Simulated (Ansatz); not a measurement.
# CaZn3 (Fm-3m): convergence test of the plane-wave cutoff in Python

The task is a convergence test of the plane-wave cutoff, for CaZn3 (Fm-3m).

Computed with Ansatz 0.2.0, driven from Python. Level of theory: DFT LDA, plane waves, PAW.

**1. Starting point**

It takes space group Fm-3m (No. 225, cubic). Conventional cell: a = 6.712 Å, b = 6.712 Å, c = 6.712 Å, α = 90.00°, β = 90.00°, γ = 90.00°. Ca (site symmetry m-3m) is surrounded by 8 Zn at 2.91 Å. Around Zn (site symmetry m-3m) lie 8 Zn at 2.91 Å. Zn (site symmetry -43m) has 4 Ca at 2.91 Å and 4 Zn at 2.91 Å as nearest neighbours.

The script holds or builds the structure itself.

**2. Script**

ecut_cazn3.py reads:

```python
"""Convergence of CaZn3 with the plane-wave cutoff."""

import ansatz as az
from tabulate import tabulate

lattice = az.Lattice.of(
    (0.0, 3.35615, 3.35615),
    (3.35615, 0.0, 3.35615),
    (3.35615, 3.35615, 0.0),
)
sites = [
    ("Ca", (0.5, 0.5, 0.5)),
    ("Zn", (0.0, 0.0, 0.0)),
    ("Zn", (0.25, 0.25, 0.25)),
    ("Zn", (0.75, 0.75, 0.75)),
]
xtal = az.Crystal(lattice=lattice)
for symbol, position in sites:
    xtal = xtal.atom(symbol, position)

base = (
    xtal.calculation()
    .functional(az.Functional.LDA)
    .kpoints(7, 7, 7, center="gamma")
    .occupations("cold", width=100 * az.meV)
)

rows = []
for value in [250, 350, 450, 550, 650, 750]:
    report = base.basis(value).run(threads=1).report
    rows.append((value, report["free_energy_ev"] / len(report["lattice"]["sites"]), report["n_iterations"], report["n_pw"]))

print(tabulate(rows, headers=["cutoff (eV)", "F/atom (eV)", "iterations", "plane waves"], floatfmt=".4f", tablefmt="grid"))

# differences from the last row
for row in rows[:-1]:
    shift = 1000 * (row[1] - rows[-1][1])
    print(f"{row[0]}: {shift:+.2f} meV/atom" + ("  (within 2 meV)" if abs(shift) < 2 else ""))
```

**3. The calls as engine input**

The package turns the script's settings into the engine's input (first run):

```yaml
crystal:
  lattice:
    - [0.0, 3.35615, 3.35615]
    - [3.35615, 0.0, 3.35615]
    - [3.35615, 3.35615, 0.0]
  atoms:
    - { symbol: Ca, position: [0.5, 0.5, 0.5] }
    - { symbol: Zn, position: [0.0, 0.0, 0.0] }
    - { symbol: Zn, position: [0.25, 0.25, 0.25] }
    - { symbol: Zn, position: [0.75, 0.75, 0.75] }
basis:
  ecutwfc: 250.0
kpoints:
  mp_grid:
    grid: [7, 7, 7]
    shift: [0.0, 0.0, 0.0]
hamiltonian:
  xc: lda
scf:
  occupations:
    method: cold
    width: 0.1
```

**4. Running it**

Launch:

```sh
$ python ecut_cazn3.py
```

Output:

```text
DeckWarning: basis.ecutwfc = 250 eV is below the records' recommended 420 eV, and the density's cutoff is lower with it unless basis.ecutrho_ratio is high enough to keep the records' density cutoff: compare with a run at a higher cutoff
DeckWarning: basis.ecutwfc = 350 eV is below the records' recommended 420 eV, and the density's cutoff is lower with it unless basis.ecutrho_ratio is high enough to keep the records' density cutoff: compare with a run at a higher cutoff
+---------------+---------------+--------------+---------------+
|   cutoff (eV) |   F/atom (eV) |   iterations |   plane waves |
+===============+===============+==============+===============+
|           250 |    -2877.0787 |            8 |           645 |
+---------------+---------------+--------------+---------------+
|           350 |    -2877.9612 |            8 |          1139 |
+---------------+---------------+--------------+---------------+
|           450 |    -2877.9673 |            9 |          1639 |
+---------------+---------------+--------------+---------------+
|           550 |    -2877.9676 |            9 |          2229 |
+---------------+---------------+--------------+---------------+
|           650 |    -2877.9680 |            8 |          2741 |
+---------------+---------------+--------------+---------------+
|           750 |    -2877.9683 |            9 |          3527 |
+---------------+---------------+--------------+---------------+
250: +889.54 meV/atom
350: +7.04 meV/atom
450: +0.93 meV/atom  (within 2 meV)
550: +0.70 meV/atom  (within 2 meV)
650: +0.24 meV/atom  (within 2 meV)
```

(Warnings from the package without file and line.)

It took 21 s on 1 thread of Arm Neoverse V1, shared host; peak memory 0.46 GiB.

**5. What changed from run to run**

The engine's inputs for some of the other runs:

Run 2, against run 1:

```diff
@@ -12 +12 @@
-  ecutwfc: 250.0
+  ecutwfc: 350.0
```

Run 3, against run 1:

```diff
@@ -12 +12 @@
-  ecutwfc: 250.0
+  ecutwfc: 450.0
```

Run 6, against run 1:

```diff
@@ -12 +12 @@
-  ecutwfc: 250.0
+  ecutwfc: 750.0
```

**6. What each run gave**

From the records of these 6 runs:

```tsv
run	cutoff (eV)	energy from run 6 (meV/atom)	SCF cycles	CPU time (s)
1	250	889.54	8	1.2
2	350	7.04	8	1.7
3	450	0.93	9	3.1
4	550	0.70	9	3.7
5	650	0.24	8	4.9
6	750	0.00	9	5.2
```

Energies are free energies F = E - TS of the smeared occupations. 

**7. Summary of results**

| quantity | value |
| --- | --- |
| runs compared | 6 |
| last run but one, from the last | +0.24 meV/atom |
| within 5 meV/atom of the last run from | 450 |

In words: Runs 1, 2: each has a cutoff under the recommended one, so what rests on them isn't a property of the system. From 450 eV on it stays within 2 meV an atom of the value at 750 eV; the first row (250 eV) is off by 889.5 meV and the last but one by 0.24 meV. The energy falls steadily, as expected when plane waves are added. For a metal this k-point mesh is coarse: on a finer one energies can move by several to tens of meV an atom and pressures by half a GPa or more, differences at one mesh by less. The structure comes from a database of computed cells and needn't be a stable or known phase. Shifts are counted from the last row, which is itself no proven limit.
